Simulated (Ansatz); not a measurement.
# CH3ClGa+ (SMILES Cl[CH+][GaH2]): functionals against CCSD(T) at one geometry

The task here is to estimate one member of a computed series from the others.

Computed with Ansatz 0.2.0, Gaussian basis. Level: single points in def2-TZVPP.

Correlated methods freeze the cores. Filled d shells of the heavier atoms are correlated.

## The system as given

6 atoms, charge 1, spin multiplicity 1.

Atoms are counted from 1 here; the program's logs count them from 0.

Bond lengths: Cl1–C2 1.402 Å, C2–Ga3 2.220 Å, C2–H4 0.929 Å, Ga3–H5 1.603 Å, Ga3–H6 1.592 Å. Angles: Cl1–C2–Ga3 105.5°, Cl1–C2–H4 128.8°, Ga3–C2–H4 122.0°, C2–Ga3–H5 126.2°, C2–Ga3–H6 101.4°, H5–Ga3–H6 132.4°.

Coordinates:

```xyz
6
CH3ClGa
Cl   -0.7296   -1.3598    1.1922
C    -0.1757   -1.1016   -0.0697
Ga    0.2587    1.0758   -0.0922
H    -0.2519   -1.5971   -0.8517
H     0.7804    1.9232   -1.3488
H    -0.0242    1.4678    1.4247
```

Set-up of the first run:

The input, run/in.yaml:

```yaml
crystal:
  periodic: [false, false, false]
  atoms:
    - {symbol: Cl, position_ang: [-0.729600, -1.359800, 1.192200]}
    - {symbol: C, position_ang: [-0.175700, -1.101600, -0.069700]}
    - {symbol: Ga, position_ang: [0.258700, 1.075800, -0.092200]}
    - {symbol: H, position_ang: [-0.251900, -1.597100, -0.851700]}
    - {symbol: H, position_ang: [0.780400, 1.923200, -1.348800]}
    - {symbol: H, position_ang: [-0.024200, 1.467800, 1.424700]}
basis:
  gaussian: {orbitals: def2-TZVPP}
total_charge: 1
correlation: {method: ccsd_t}
output: {forces: true}
```

No record of the launch command was kept for these runs.

Among the steps run: CCSD(T)/def2-TZVPP; PBE0-D4/def2-TZVPP; wB97M-V/def2-TZVPP; r2SCAN-D4/def2-TZVPP; PBE-D4/def2-TZVPP; revPBE-D4/def2-TZVPP; BLYP-D4/def2-TZVPP.

One table of the session follows, with a row left open; its other results are not shown here.

| method | RMS force component (eV/Å) | angle to CCSD(T) forces (°) |
| --- | --- | --- |
| CCSD(T) | 4.959 | reference |
| PBE0-D4 | 4.741 | 2.2 |
| wB97M-V | 4.783 | 1.2 |
| r2SCAN-D4 | 4.769 | 1.7 |
| PBE-D4 | 4.804 | 2.5 |
| revPBE-D4 | 4.877 | 2.2 |
| BLYP-D4 | ? | ? |

Estimate the missing values for BLYP-D4.

The run gave: RMS force component (eV/Å): 4.822; angle to CCSD(T) forces (°): 2.1. In the column «RMS force component (eV/Å)» it lies between PBE-D4 (4.804) and revPBE-D4 (4.877).
